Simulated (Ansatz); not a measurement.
# In3GaP4: the cell at several levels of theory

Aim: relax In3GaP4, ordered on the zincblende lattice (I-42m) with 8 atoms a cell with PBE and r2SCAN and see how far the functionals disagree on the cell. This is a trial cell built on a prototype, not taken from a measured structure, and it needn't be the compound's ground state.

The runs shown are made with Ansatz 0.2.0. PAW datasets, plane waves, zero pressure. These are computed values for a spin-unpolarised cell that may be hypothetical; none is a measurement.

### Step 1. Starting point

This is the cell as the run starts from it, not yet at rest; its lengths are not the crystal's.

The symmetry is I-42m (No. 121, tetragonal); conventional cell a = 5.551 Å, c = 11.103 Å, 21.38 Å³ an atom. Near Ga stand 4 P at 2.40 Å; near P stand 3 In at 2.40 Å and 1 Ga at 2.40 Å; near In stand 4 P at 2.40 Å.

Coordinates:

```cif
data_structure
_symmetry_space_group_name_H-M 'P 1'
_symmetry_Int_Tables_number 1
_cell_length_a 6.7989
_cell_length_b 6.7989
_cell_length_c 6.7989
_cell_angle_alpha 131.810
_cell_angle_beta 131.810
_cell_angle_gamma 70.529
_cell_volume 171.07
loop_
_atom_site_label
_atom_site_type_symbol
_atom_site_fract_x
_atom_site_fract_y
_atom_site_fract_z
_atom_site_occupancy
Ga1 Ga 0.00000 0.00000 0.00000 1
P1 P 0.37500 0.37500 0.50000 1
In1 In 0.75000 0.25000 0.50000 1
P2 P 0.12500 0.62500 0.00000 1
In2 In 0.50000 0.50000 0.00000 1
P3 P 0.87500 0.87500 0.50000 1
In3 In 0.25000 0.75000 0.50000 1
P4 P 0.62500 0.12500 0.00000 1
```

### Step 2. Relaxation with PBE

The input, input.yaml:

```yaml
crystal:
  lattice:
    - [-2.7756402866, 2.7756402866, 5.5512805733]
    - [2.7756402866, -2.7756402866, 5.5512805733]
    - [2.7756402866, 2.7756402866, -5.5512805733]
  atoms:
    - { symbol: Ga, position: [0.0, 0.0, 0.0] }
    - { symbol: P, position: [0.375, 0.375, 0.5] }
    - { symbol: In, position: [0.75, 0.25, 0.5] }
    - { symbol: P, position: [0.125, 0.625, 0.0] }
    - { symbol: In, position: [0.5, 0.5, 0.0] }
    - { symbol: P, position: [0.875, 0.875, 0.5] }
    - { symbol: In, position: [0.25, 0.75, 0.5] }
    - { symbol: P, position: [0.625, 0.125, 0.0] }
kpoints:
  mp_grid: { grid: [6, 6, 6] }
hamiltonian:
  xc: pbe
scf:
  occupations: { method: fermi_dirac, width: 0.02 }
relax:
  f_tol: 0.005
  cell: {}
```

Run with:

```sh
$ ansatz run input.yaml --threads 4 --pin off --max-ram 6451MiB --backend cpu --events-out ev --progress --plain --runs-dir out
```

Output, cut to the lines that bear on the results:

```text
Warning: RAYON_NUM_THREADS=4 ignored (pool sized by the plan → 4); use --threads N
[...]
Pseudopotentials: kind: paw
Pseudopotential: Ga, paw, valence charge 13, recommended cutoff 420 eV (normal), Ga.paw.azcp
Pseudopotential: P, paw, valence charge 5, recommended cutoff 420 eV (normal), P.paw.azcp
Pseudopotential: In, paw, valence charge 13, recommended cutoff 420 eV (normal), In.paw.azcp
Functional definition: PBE
[...]
Crystal: 8 atoms, lattice volume = 171.072 Å³
Basis set: ecut = 420 eV, 3411 PW (Γ), exchange–correlation on 96×96×96 points (8 copies of the dense FFT grid, shifted against one another)
Bands: 44, of which v1, the nominal top of the filled ones, is band 36 counted from 1 (35 counted from 0)
Symmetry: 8 space group operations
Space group: I-42m (ITA 121), of the structure as read, at distance tolerance 5.6e-5 Å
k-points: 30 of 216 (time reversal used)
[...]
SCF iter   1: F=—  HF=-23599.982605 eV  |F-HF|=—  |Δ(HF+E_count)|=         —  Δρ=1.37e-3  dr2=5.76e-3  ethr=1.77e-3  ⟨swp⟩=9.9  Hψ=6396  notcnv=0  defer=1
[...]
relax step   1: F+E_penalty+E_count = -23599.98283436 eV  Δ(F+E_penalty+E_count) = +0.000e0 eV  max|allowed force component| = 9.872e-1 eV/Å  Δτ_max = 0.0000 Å  P = +14.977 GPa  Ω = 171.072 Å³  (7 SCF iters, dr2 threshold 1.00e-7 eV, accepted)
[...]
  atom   3  In     0.00000000    -0.00000000    -0.00000000
  atom   4  P     -0.00008354     0.00008354     0.00019343
  atom   5  In     0.00000000    -0.00000000    -0.00000000
  atom   6  P     -0.00008354    -0.00008354    -0.00019343
  atom   7  In     0.00000000    -0.00000000    -0.00000000
  atom   8  P      0.00008354    -0.00008354     0.00019343
[...]
--- Stress (GPa, compression-positive) ---
        0.041426       0.000000      -0.000000
       -0.000000       0.041426       0.000000
       -0.000000       0.000000       0.042147
  P = ⅓ Tr σ = 0.0417 GPa (0.417 kbar)
--- Relaxed structure (4 steps of the walk, 4 accepted, 1 SCFs on fresh bases) ---
  F+E_penalty+E_count = -23601.50374337 eV   max|allowed force component| = 1.934e-4 eV/Å   (the final SCF, on the basis selected at the relaxed cell)
  cell:  # Å, volume = 199.3932 Å³
    - [-2.92258507753001, 2.92258507753001, 5.83601078397356]
    - [2.92258507753001, -2.92258507753001, 5.83601078397356]
    - [2.92258507753001, 2.92258507753001, -5.83601078397356]
  atoms:
    - { symbol: Ga, position: [1.2206667433827447e-21, -8.544667202443025e-21, 9.765333945826534e-21] }
    - { symbol: P, position: [0.35637990625791705, 0.35637990625791705, 0.47337457640282193] }
    - { symbol: In, position: [0.75, 0.25000000000000006, 0.49999999999999994] }
    - { symbol: P, position: [0.11699467014490506, 0.643620093742083, 0.0] }
    - { symbol: In, position: [0.5000000000000001, 0.5000000000000001, 9.76533394582458e-21] }
    - { symbol: P, position: [0.8830053298550952, 0.8830053298550952, 0.5266254235971779] }
    - { symbol: In, position: [0.25000000000000006, 0.75, 0.49999999999999994] }
    - { symbol: P, position: [0.643620093742083, 0.11699467014490506, 0.0] }
```

It took 29 s on 4 threads of Arm Neoverse V1, shared host; peak memory 0.64 GiB.

The path of the relaxation:

```
step  energy change (meV/atom)  largest force (eV/Å)  pressure (GPa)  volume (Å³/atom)
   1                       0.0                0.9872           14.98            21.384
   2                    -188.2                0.0732            0.54            24.727
   3                    -188.8                0.0138            0.14            24.876
   4                    -188.9                0.0003            0.01            24.924
   5                    -190.1                0.0002            0.04            24.924
```

Step 5 solves the same cell on a plane-wave basis chosen anew, so the energy can jump there without a move.

The table lists every geometry solved, with passes on a fresh basis, whose energies don't compare exactly with the rows above.

```
                       before   after    change
                a (Å)   5.551   5.845   +5.29 %
                c (Å)  11.103  11.672   +5.13 %
     volume (Å³/atom)  21.384  24.924  +16.55 %
shortest distance (Å)   2.404   2.404   +0.01 %
          space group   I-42m   I-42m      same
```

### Step 3. r2SCAN: cell and atoms

It starts from the cell of step 2.

The input, input.yaml:

```yaml
crystal:
  lattice:
    - [-2.9225850775, 2.9225850775, 5.836010784]
    - [2.9225850775, -2.9225850775, 5.836010784]
    - [2.9225850775, 2.9225850775, -5.836010784]
  atoms:
    - { symbol: Ga, position: [0.0, 0.0, 0.0] }
    - { symbol: P, position: [0.3563799063, 0.3563799063, 0.4733745764] }
    - { symbol: In, position: [0.75, 0.25, 0.5] }
    - { symbol: P, position: [0.1169946701, 0.6436200937, 0.0] }
    - { symbol: In, position: [0.5, 0.5, 0.0] }
    - { symbol: P, position: [0.8830053299, 0.8830053299, 0.5266254236] }
    - { symbol: In, position: [0.25, 0.75, 0.5] }
    - { symbol: P, position: [0.6436200937, 0.1169946701, 0.0] }
kpoints:
  mp_grid: { grid: [6, 6, 6] }
hamiltonian:
  xc: r2scan
scf:
  occupations: { method: fermi_dirac, width: 0.02 }
relax:
  f_tol: 0.005
  cell: {}
```

Run with:

```sh
$ ansatz run input.yaml --threads 4 --pin off --max-ram 6451MiB --backend cpu --events-out ev --progress --plain --runs-dir out
```

Output, cut to the lines that bear on the results:

```text
Warning: RAYON_NUM_THREADS=4 ignored (pool sized by the plan → 4); use --threads N
[...]
[... 1 set-up line as earlier in the session ...]
Pseudopotential: Ga, paw, valence charge 13, recommended cutoff 500 eV (meta_gga), Ga.paw.azcp
Pseudopotential: P, paw, valence charge 5, recommended cutoff 500 eV (meta_gga), P.paw.azcp
Pseudopotential: In, paw, valence charge 13, recommended cutoff 500 eV (meta_gga), In.paw.azcp
Functional definition: r2SCAN
[...]
Crystal: 8 atoms, lattice volume = 199.393 Å³
Basis set: ecut = 500 eV, 5021 PW (Γ), exchange–correlation on 216×216×216 points (64 copies of the dense FFT grid, shifted against one another)
Bands: 44, of which v1, the nominal top of the filled ones, is band 36 counted from 1 (35 counted from 0)
[... 1 set-up line as earlier in the session ...]
Space group: I-42m (ITA 121), of the structure as read, at distance tolerance 5.8e-5 Å
k-points: 30 of 216 (time reversal used)
[...]
  F+E_penalty+E_count = -23665.61163262 eV   max|allowed force component| = 8.548e-4 eV/Å   (the final SCF, on the basis selected at the relaxed cell)
  cell:  # Å, volume = 194.1523 Å³
    - [-2.8968491874629807, 2.8968491874629807, 5.784033568161642]
    - [2.8968491874629807, -2.8968491874629807, 5.784033568161642]
    - [2.8968491874629807, 2.8968491874629807, -5.784033568161642]
  atoms:
    - { symbol: Ga, position: [-5.448494135579181e-20, 1.819460774595803e-24, -5.680534638322823e-20] }
    - { symbol: P, position: [0.3558855512618693, 0.3558855512618693, 0.47265340909259745] }
    - { symbol: In, position: [0.7499999999999999, 0.24999999999999994, 0.4999999999999999] }
    - { symbol: P, position: [0.11676785783072802, 0.6441144487381305, 0.0] }
    - { symbol: In, position: [0.49999999999999994, 0.49999999999999994, 4.3839609212481985e-19] }
    - { symbol: P, position: [0.8832321421692718, 0.8832321421692718, 0.5273465909074024] }
    - { symbol: In, position: [0.24999999999999994, 0.7499999999999999, 0.4999999999999999] }
    - { symbol: P, position: [0.6441144487381305, 0.11676785783072802, 0.0] }
```

Wall time 62 s (4 threads of Arm Neoverse V1, shared host); peak memory 1.2 GiB.

Step by step:

```
step  energy change (meV/atom)  largest force (eV/Å)  pressure (GPa)  volume (Å³/atom)
   1                       0.0                0.0142           -1.82            24.924
   2                      -3.4                0.0739            0.51            24.109
   3                      -3.9                0.0078           -0.02            24.276
   4                      -3.9                0.0008            0.00            24.269
   5                      -3.8                0.0009            0.00            24.269
```

Step 5 solves the same cell on a plane-wave basis chosen anew, so the energy can jump there without a move.

The table lists every geometry solved, with passes on a fresh basis, whose energies don't compare exactly with the rows above.

|  | before | after | change |
| --- | --- | --- | --- |
| a (Å) | 5.845 | 5.794 | -0.88 % |
| c (Å) | 11.672 | 11.568 | -0.89 % |
| volume (Å³/atom) | 24.924 | 24.269 | -2.63 % |
| shortest distance (Å) | 2.404 | 2.380 | -1.02 % |
| space group | I-42m | I-42m | same |

### Step 4. All levels compared

```
 level  a (Å)   c (Å)  volume (Å³/atom)  space group  SCF geometries
   PBE  5.845  11.672            24.924        I-42m               5
r2SCAN  5.794  11.568            24.269        I-42m               5
```

In words: The first relaxation changed the volume by +16.6 % from the start. r2SCAN gives the smallest cell and PBE the largest; they differ by 2.7 % in volume, a mean of 0.9 % in length.
